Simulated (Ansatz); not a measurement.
# C₂H₇GaSe: one species, many methods

How much do the methods differ for C₂H₇GaSe? The plan is to run it at one geometry with functionals of several rungs and with coupled cluster, and see how far each lands from CCSD(T) at the basis-set limit for the atomisation energy.

The runs use Ansatz 0.2.0, Gaussian basis; functionals in def2-TZVPP, the program's frozen cores in correlated methods.

The runs, in order: LDA (SPW92), PBE-D4, revPBE-D4, BLYP-D4, r2SCAN-D4, B97M-V, PBE0-D4, B3LYP-D4, r2SCANh-D4, r2SCAN0-D4, HSE06-D4, BHLYP-D4, CAM-B3LYP-D4, LC-ωPBE, ωB97X-V, ωB97M-V, B2PLYP, PBE-QIDH; CCSD(T)/def2-SVP; CCSD(T)/def2-TZVPP; MP2/def2-QZVPP; extrapolation to the limit; RPA on PBE.

**1. Structure used throughout**

The geometry comes from an earlier relaxation with PBE0-D4 in a triple-zeta def2 set; it is a stationary point, not always the lowest conformer.

SMILES `[CH3][Ga]([CH3])[SeH]`, 11 atoms, charge 0, spin multiplicity 1.

Atoms are counted from 1 here; the program's logs count them from 0.

Bond lengths: C1–Ga2 1.965 Å, C1–H5 1.094 Å, C1–H6 1.091 Å, C1–H7 1.092 Å, Ga2–C3 1.965 Å, Ga2–Se4 2.343 Å, C3–H8 1.093 Å, C3–H9 1.090 Å, C3–H10 1.093 Å, Se4–H11 1.468 Å. Angles: Ga2–C1–H5 109.3°, Ga2–C1–H6 111.4°, Ga2–C1–H7 111.2°, H5–C1–H6 107.9°, H5–C1–H7 107.8°, H6–C1–H7 109.1°, C1–Ga2–C3 126.5°, C1–Ga2–Se4 118.2°, C3–Ga2–Se4 115.3°, Ga2–C3–H8 110.1°, Ga2–C3–H9 112.0°, Ga2–C3–H10 110.0°, H8–C3–H9 108.7°, H8–C3–H10 107.3°, H9–C3–H10 108.6°, Ga2–Se4–H11 93.8°.

**2. LDA**

This LDA is Slater exchange with PW92 correlation.

Input file in.yaml:

```yaml
crystal:
  periodic: [false, false, false]
  atoms:
    - {symbol: C, position_ang: [-0.722450, 1.355631, -0.782843]}
    - {symbol: Ga, position_ang: [0.036941, -0.318630, -0.088814]}
    - {symbol: C, position_ang: [1.017353, -0.547791, 1.598205]}
    - {symbol: Se, position_ang: [-0.255591, -2.271578, -1.349736]}
    - {symbol: H, position_ang: [-1.742046, 1.473107, -0.405060]}
    - {symbol: H, position_ang: [-0.766953, 1.351012, -1.872501]}
    - {symbol: H, position_ang: [-0.142324, 2.219413, -0.452563]}
    - {symbol: H, position_ang: [0.401923, -0.215228, 2.438088]}
    - {symbol: H, position_ang: [1.305017, -1.585691, 1.765703]}
    - {symbol: H, position_ang: [1.920395, 0.068107, 1.592256]}
    - {symbol: H, position_ang: [-0.986964, -1.585452, -2.422237]}
basis:
  gaussian: {orbitals: def2-TZVPP}
hamiltonian: {xc: lda}
output: {orbitals: {seedname: orbitals}}
```

After this run come: PBE-D4 (GGA); revPBE-D4 (GGA); BLYP-D4 (GGA); r2SCAN-D4 (meta-GGA); B97M-V (meta-GGA); PBE0-D4 (hybrid); B3LYP-D4 (hybrid); r2SCANh-D4 (hybrid); r2SCAN0-D4 (hybrid); HSE06-D4 (hybrid); BHLYP-D4 (hybrid); CAM-B3LYP-D4 (range-separated); LC-ωPBE-D4 (range-separated); ωB97X-V (range-separated); ωB97M-V (range-separated); B2PLYP (double hybrid); PBE-QIDH (double hybrid); CCSD(T) in def2-SVP; CCSD(T) in def2-TZVPP; MP2 in def2-QZVPP; RPA on PBE orbitals.

Q: Predict the results of all the runs planned. Wanted: atomisation energy, CCSD(T)/CBS; farthest beyond LDA; mean size of error, GGA; mean size of error, meta-GGA; mean size of error, hybrid; mean size of error, range-separated; mean size of error, double hybrid; gap, smallest and largest; T1 diagnostic.

**Answer**, as computed:

```
                               quantity                                                                                                                     value
        atomisation energy, CCSD(T)/CBS                                                                                                             3717.3 kJ/mol
 functionals within 37.2 kJ/mol (1.0 %)  PBE-D4, r2SCAN-D4, B97M-V, PBE0-D4, B3LYP-D4, r2SCANh-D4, r2SCAN0-D4, HSE06-D4, CAM-B3LYP-D4, ωB97X-V, ωB97M-V, PBE-QIDH
                    farthest beyond LDA                                                                                                   BHLYP-D4 (-99.4 kJ/mol)
                mean size of error, GGA                                                                                                               48.1 kJ/mol
           mean size of error, meta-GGA                                                                                                                9.8 kJ/mol
             mean size of error, hybrid                                                                                                               35.2 kJ/mol
    mean size of error, range-separated                                                                                                               24.8 kJ/mol
      mean size of error, double hybrid                                                                                                               42.6 kJ/mol
              gap, smallest and largest                                                                                 4.27 eV (LDA (SPW92)), 10.89 eV (LC-ωPBE)
                          T1 diagnostic                                                                                                                    0.0106
triples share of the correlation energy                                                                                                                     3.8 %
```

**Reading.** LDA overbinds by 457.9 kJ/mol (12 %). PBE-D4 misses by +15.1 kJ/mol. Double hybrids carry the basis error of their MP2 part in triple zeta, and no dispersion term here, so their miss is partly the set-up's. The rungs meta-GGA, range-separated, hybrid miss on average by less than the doubt on the reference (37.2 kJ/mol), so they tie. Misses under about 37.2 kJ/mol are within the doubt on the reference itself, which lacks core-valence correlation, relativity and higher excitations, and its outer-core shells are covered unevenly. All levels share the lack of spin-orbit coupling, which lowers the free heavy atoms and so the true binding. Hartree-Fock recovers 74 % of the binding; the rest is correlation. CCSD(T) in def2-SVP is off by -196.5 kJ/mol, so the small basis spoils what the method gains. Orbital gaps span 4.3 to 10.9 eV; exact exchange widens them. Correlated methods include outer-core shells of Ga, Se, which these sets cover unevenly.
